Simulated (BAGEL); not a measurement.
# Si2H4F2 (SMILES F[SiH2][SiH2]F) at RI-MP2/6-31G(d) (density fitting with qzvpp-jkfit, spherical functions)

Aim: the energy change on altering one bond length of Si2H4F2 at RI-MP2/6-31G* (density fitting with qzvpp-jkfit, spherical functions), from 2 runs. 

The calculation is run with BAGEL 1.2.2.

1 further run of the same task is left out (set aside as unsound or not needed). Runs told in other sessions of the task aren't counted.

### Step 1. The system as given

The species is Si2H4F2 (8 atoms), meant as a singlet with charge 0. SMILES: `F[SiH2][SiH2]F`. The coordinates come from a PBE0-D4/def2-TZVP relaxation. This is one conformer, not always the lowest.

Bond lengths: F1–Si2 1.605 Å, Si2–Si3 2.350 Å, Si3–F4 1.605 Å, Si2–H5 1.485 Å, Si2–H6 1.487 Å, Si3–H7 1.487 Å, Si3–H8 1.485 Å. Some angles: F1–Si2–Si3 110.4°, Si2–Si3–F4 110.4°, F1–Si2–H5 108.0°, F1–Si2–H6 108.1°, Si3–Si2–H5 111.7°, Si3–Si2–H6 109.2°, Si2–Si3–H7 109.2°, Si2–Si3–H8 111.7°, F4–Si3–H7 108.1°, F4–Si3–H8 108.0°.

### Step 2. A single-point energy at RI-MP2/6-31G(d) (density fitting with qzvpp-jkfit, spherical functions)

input.json reads:

```json
{ "bagel": [

{
  "title": "molecule",
  "basis": "6-31gs.json",
  "df_basis": "qzvpp-jkfit",
  "angstrom": true,
  "geometry": [
    { "atom": "F", "xyz": [      -1.934800,       1.205800,      -0.274500 ] },
    { "atom": "Si", "xyz": [      -0.357800,       1.128100,       0.012400 ] },
    { "atom": "Si", "xyz": [       0.358600,      -1.109600,       0.044100 ] },
    { "atom": "F", "xyz": [       0.281000,      -1.742000,      -1.428800 ] },
    { "atom": "H", "xyz": [       0.340100,       1.914200,      -1.037000 ] },
    { "atom": "H", "xyz": [      -0.099800,       1.743700,       1.341600 ] },
    { "atom": "H", "xyz": [       1.774800,      -1.164000,       0.495400 ] },
    { "atom": "H", "xyz": [      -0.477100,      -1.941900,       0.946800 ] }
  ]
},

{
  "title": "hf"
},

{
  "title": "mp2",
  "ncore": 12
}

]}
```

The basis set 6-31G* is read from a file made from the Basis Set Exchange's data (not shown).

Run with:

```console
$ BAGEL_NUM_THREADS=1 BAGEL input.json > input.out
```

What it wrote:

```text
* using 1 threads per process

  ===============================================================
  ===============================================================

  *** Geometry ***

  { "atom" : "F", "xyz" : [     -3.656242,      2.278632,     -0.518730 ] },
  { "atom" : "Si", "xyz" : [     -0.676144,      2.131800,      0.023433 ] },
  { "atom" : "Si", "xyz" : [      0.677656,     -2.096840,      0.083337 ] },
  { "atom" : "F", "xyz" : [      0.531013,     -3.291903,     -2.700041 ] },
  { "atom" : "H", "xyz" : [      0.642696,      3.617314,     -1.959646 ] },
  { "atom" : "H", "xyz" : [     -0.188595,      3.295115,      2.535257 ] },
  { "atom" : "H", "xyz" : [      3.353886,     -2.199641,      0.936170 ] },
  { "atom" : "H", "xyz" : [     -0.901588,     -3.669659,      1.789193 ] },

  Number of auxiliary basis functions:      482

  Since a DF basis is specified, we compute 2- and 3-index integrals:
    o Being stored without compression. Storage requirement is 0.020 GB

  Number of basis functions:       72
  Number of electrons      :       50

    * METHOD: MOLECULE                             0.24

  *** RHF ***

  === Nuclear Repulsion ===
   221.6050319839

      * DIIS with orbital gradients will be used.

  === RHF iteration (6-31gs.json) ===
      0       -778.90164505          0.02322310           0.08
      1       -779.05199863          0.01514632           0.07
      2       -779.13942268          0.00132742           0.07
      3       -779.14066007          0.00016027           0.07
      4       -779.14068143          0.00003318           0.07
      5       -779.14068245          0.00000740           0.07
      6       -779.14068250          0.00000229           0.07
      7       -779.14068251          0.00000059           0.07
      8       -779.14068251          0.00000015           0.07
      9       -779.14068251          0.00000004           0.08
     10       -779.14068251          0.00000001           0.07
    * SCF iteration converged.

    * Permanent dipole moment:
           (   -0.561457,    -0.188298,    -0.597365) a.u.

    * METHOD: HF                                   0.97

  *** RHF ***

  === Nuclear Repulsion ===
   221.6050319839

      * DIIS with orbital gradients will be used.

  === RHF iteration (6-31gs.json) ===
      0       -779.14068251          0.00000000           0.07
    * SCF iteration converged.

    * Permanent dipole moment:
           (   -0.561457,    -0.188298,    -0.597365) a.u.

  === DF-MP2 calculation ===

    * freezing 12 orbitals
    * 3-index integral transformation done
    * assembly done

      MP2 correlation energy:   -0.4960731073      0.04

      MP2 total energy:       -779.6367556182

    * METHOD: MP2                                  0.20

  ===============================================================
```

Wall time 1.6 s (1 thread of Arm Neoverse V1, shared host); peak memory 0.1 GiB.

### Step 3. The distorted shape at the same level

input.json reads:

```json
{ "bagel" : [

{
  "title" : "molecule",
  "basis" : "6-31gs.json",
  "df_basis" : "qzvpp-jkfit",
  "angstrom" : true,
  "geometry" : [
    { "atom" : "F", "xyz" : [   -1.809470,    1.330620,   -0.409878 ] },
    { "atom" : "Si", "xyz" : [   -0.232470,    1.252920,   -0.122978 ] },
    { "atom" : "Si", "xyz" : [    0.483930,   -0.984780,   -0.091278 ] },
    { "atom" : "F", "xyz" : [    0.406330,   -1.617180,   -1.564178 ] },
    { "atom" : "H", "xyz" : [    0.465430,    2.039020,   -1.172378 ] },
    { "atom" : "H", "xyz" : [    0.025530,    1.868520,    1.206222 ] },
    { "atom" : "H", "xyz" : [    1.900130,   -1.039180,    0.360022 ] },
    { "atom" : "H", "xyz" : [   -0.477100,   -1.941900,    0.946800 ] }
  ]
},
{
  "title" : "hf"
},
{
  "title" : "mp2",
  "ncore" : 12
}

]}
```

The basis set 6-31G* is read from a file made from the Basis Set Exchange's data (not shown).

Run with:

```console
$ BAGEL_NUM_THREADS=1 BAGEL input.json > input.out
```

What it wrote:

```text
* using 1 threads per process

  ===============================================================
  ===============================================================

  *** Geometry ***

  { "atom" : "F", "xyz" : [     -3.419403,      2.514507,     -0.774557 ] },
  { "atom" : "Si", "xyz" : [     -0.439305,      2.367676,     -0.232395 ] },
  { "atom" : "Si", "xyz" : [      0.914495,     -1.860964,     -0.172490 ] },
  { "atom" : "F", "xyz" : [      0.767852,     -3.056027,     -2.955868 ] },
  { "atom" : "H", "xyz" : [      0.879535,      3.853189,     -2.215473 ] },
  { "atom" : "H", "xyz" : [      0.048245,      3.530991,      2.279429 ] },
  { "atom" : "H", "xyz" : [      3.590725,     -1.963766,      0.680343 ] },
  { "atom" : "H", "xyz" : [     -0.901588,     -3.669659,      1.789193 ] },

  Number of auxiliary basis functions:      482

  Since a DF basis is specified, we compute 2- and 3-index integrals:
    o Being stored without compression. Storage requirement is 0.020 GB

  Number of basis functions:       72
  Number of electrons      :       50

    * METHOD: MOLECULE                             0.25

  *** RHF ***

  === Nuclear Repulsion ===
   220.6509893425

      * DIIS with orbital gradients will be used.

  === RHF iteration (6-31gs.json) ===
      0       -778.88510138          0.02326210           0.08
      1       -779.03534192          0.01526436           0.07
      2       -779.12416107          0.00132336           0.08
      3       -779.12542124          0.00016653           0.07
      4       -779.12544455          0.00003662           0.07
      5       -779.12544572          0.00001189           0.07
      6       -779.12544581          0.00000533           0.07
      7       -779.12544583          0.00000151           0.07
      8       -779.12544583          0.00000056           0.07
      9       -779.12544583          0.00000016           0.08
     10       -779.12544583          0.00000003           0.07
     11       -779.12544583          0.00000001           0.08
    * SCF iteration converged.

    * Permanent dipole moment:
           (   -0.653610,    -0.315186,    -0.494362) a.u.

    * METHOD: HF                                   1.06

  *** RHF ***

  === Nuclear Repulsion ===
   220.6509893425

      * DIIS with orbital gradients will be used.

  === RHF iteration (6-31gs.json) ===
      0       -779.12544583          0.00000000           0.07
    * SCF iteration converged.

    * Permanent dipole moment:
           (   -0.653610,    -0.315186,    -0.494362) a.u.

  === DF-MP2 calculation ===

    * freezing 12 orbitals
    * 3-index integral transformation done
    * assembly done

      MP2 correlation energy:   -0.4983058157      0.04

      MP2 total energy:       -779.6237516465

    * METHOD: MP2                                  0.20

  ===============================================================
```

Wall time 1.6 s (1 thread of Arm Neoverse V1, shared host); peak memory 0.1 GiB.

### Step 4. What came out

Level: RI-MP2/6-31G* (density fitting with qzvpp-jkfit, spherical functions), 12 core orbitals frozen.

| quantity | value |
| --- | --- |
| first shape: total energy | -779.63676 Eh |
| first shape: correlation energy (12 core orbitals frozen) | -496.1 mEh |
| distorted shape: total energy | -779.62375 Eh |
| distorted shape: correlation energy (12 core orbitals frozen) | -498.3 mEh |
| energy change with the Si3–H8 bond stretched from 1.485 to 1.708 Å | 0.354 eV |

**Reading.** With the Si3–H8 bond stretched from 1.485 to 1.708 Å the energy rises by 0.35 eV (34.1 kJ/mol). The first shape isn't relaxed at this level, so the change isn't measured from a minimum.
